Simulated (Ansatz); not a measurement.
# GeN₃H₇: one species, many methods

Aim: compute GeN₃H₇ with functionals from several rungs and with coupled cluster, and see how far each lands from CCSD(T) at the basis-set limit for the atomisation energy.

Computed with Ansatz 0.2.0, Gaussian basis. Level: functionals in def2-TZVPP, the program's frozen cores in correlated methods.

Plan: LDA (SPW92), PBE-D4, revPBE-D4, BLYP-D4, r2SCAN-D4, B97M-V, PBE0-D4, B3LYP-D4, r2SCANh-D4, r2SCAN0-D4, HSE06-D4, BHLYP-D4, CAM-B3LYP-D4, LC-ωPBE, ωB97X-V, ωB97M-V, B2PLYP, PBE-QIDH; CCSD(T)/def2-SVP; CCSD(T)/def2-TZVPP; MP2/def2-QZVPP; extrapolation to the limit; RPA on PBE.

### Step 1. The geometry

All runs share one geometry, relaxed beforehand with PBE0-D4 in a triple-zeta def2 set.

11 atoms, charge 0, spin multiplicity 1.

Atoms are counted from 1 here; the program's logs count them from 0.

Bond lengths: N1–Ge2 1.834 Å, N1–H5 1.009 Å, N1–H6 1.010 Å, Ge2–N3 1.834 Å, Ge2–N4 1.829 Å, Ge2–H7 1.544 Å, N3–H8 1.011 Å, N3–H9 1.010 Å, N4–H10 1.010 Å, N4–H11 1.011 Å. Angles: Ge2–N1–H5 115.8°, Ge2–N1–H6 115.8°, H5–N1–H6 109.9°, N1–Ge2–N3 108.1°, N1–Ge2–N4 115.7°, N1–Ge2–H7 105.7°, N3–Ge2–N4 101.7°, N3–Ge2–H7 118.7°, N4–Ge2–H7 107.4°, Ge2–N3–H8 114.4°, Ge2–N3–H9 115.3°, H8–N3–H9 109.3°, Ge2–N4–H10 114.5°, Ge2–N4–H11 113.3°, H10–N4–H11 108.7°.

### Step 2. LDA

This LDA is Slater exchange with PW92 correlation.

in.yaml

```yaml
crystal:
  periodic: [false, false, false]
  atoms:
    - {symbol: N, position_ang: [-1.236700, 1.127024, -0.443468]}
    - {symbol: Ge, position_ang: [0.335069, 0.288417, -0.006942]}
    - {symbol: N, position_ang: [0.027823, -0.774183, 1.455785]}
    - {symbol: N, position_ang: [0.949407, -0.929395, -1.226098]}
    - {symbol: H, position_ang: [-1.311019, 2.093820, -0.164837]}
    - {symbol: H, position_ang: [-2.081600, 0.632479, -0.195917]}
    - {symbol: H, position_ang: [1.391307, 1.409513, 0.099408]}
    - {symbol: H, position_ang: [0.809482, -1.358179, 1.718987]}
    - {symbol: H, position_ang: [-0.320229, -0.294290, 2.273154]}
    - {symbol: H, position_ang: [1.178270, -0.539743, -2.129798]}
    - {symbol: H, position_ang: [0.323693, -1.712462, -1.359873]}
basis:
  gaussian: {orbitals: def2-TZVPP}
hamiltonian: {xc: lda}
output: {orbitals: {seedname: orbitals}}
```

The run is started by

```console
> ansatz run in.yaml --threads 4 --pin off --events-out ev --progress --plain --max-ram 10444MiB
```

The runs that follow: PBE-D4 (GGA); revPBE-D4 (GGA); BLYP-D4 (GGA); r2SCAN-D4 (meta-GGA); B97M-V (meta-GGA); PBE0-D4 (hybrid); B3LYP-D4 (hybrid); r2SCANh-D4 (hybrid); r2SCAN0-D4 (hybrid); HSE06-D4 (hybrid); BHLYP-D4 (hybrid); CAM-B3LYP-D4 (range-separated); LC-ωPBE (range-separated); ωB97X-V (range-separated); ωB97M-V (range-separated); B2PLYP (double hybrid); PBE-QIDH (double hybrid); CCSD(T) in def2-SVP; CCSD(T) in def2-TZVPP; MP2 in def2-QZVPP; RPA on PBE orbitals.

Q: Predict the results of all the runs planned. Wanted: atomisation energy, CCSD(T)/CBS; farthest beyond LDA; mean size of error, GGA; mean size of error, meta-GGA; mean size of error, hybrid; mean size of error, range-separated; mean size of error, double hybrid; gap, smallest and largest; T1 diagnostic.

The runs gave:

```
                               quantity                                                      value
        atomisation energy, CCSD(T)/CBS                                             858.5 kcal/mol
functionals within 8.6 kcal/mol (1.0 %)  BLYP-D4, B97M-V, B3LYP-D4, CAM-B3LYP-D4, ωB97X-V, ωB97M-V
                    farthest beyond LDA                                  BHLYP-D4 (-31.5 kcal/mol)
                mean size of error, GGA                                               8.0 kcal/mol
           mean size of error, meta-GGA                                               8.0 kcal/mol
             mean size of error, hybrid                                              16.3 kcal/mol
    mean size of error, range-separated                                               4.4 kcal/mol
      mean size of error, double hybrid                                              15.4 kcal/mol
              gap, smallest and largest                      5.43 eV (BLYP-D4), 12.87 eV (LC-ωPBE)
                          T1 diagnostic                                                     0.0103
triples share of the correlation energy                                                      3.6 %
```

In words: LDA overbinds by 126.1 kcal/mol (15 %). PBE-D4 misses by +9.9 kcal/mol. Double hybrids carry the basis error of their MP2 part in triple zeta, and no dispersion term here, so their miss is partly the set-up's. The rungs range-separated, GGA, meta-GGA miss on average by less than the doubt on the reference (8.6 kcal/mol), so they tie. Misses under about 8.6 kcal/mol are within the doubt on the reference itself, which lacks core-valence correlation, relativity and higher excitations, and its outer-core shells are covered unevenly. Hartree-Fock recovers 65 % of the binding; the rest is correlation. CCSD(T) in def2-SVP is off by -79.1 kcal/mol, so the small basis spoils what the method gains. Orbital gaps span 5.4 to 12.9 eV; exact exchange widens them. Correlated methods include outer-core shells of Ge, which these sets cover unevenly.
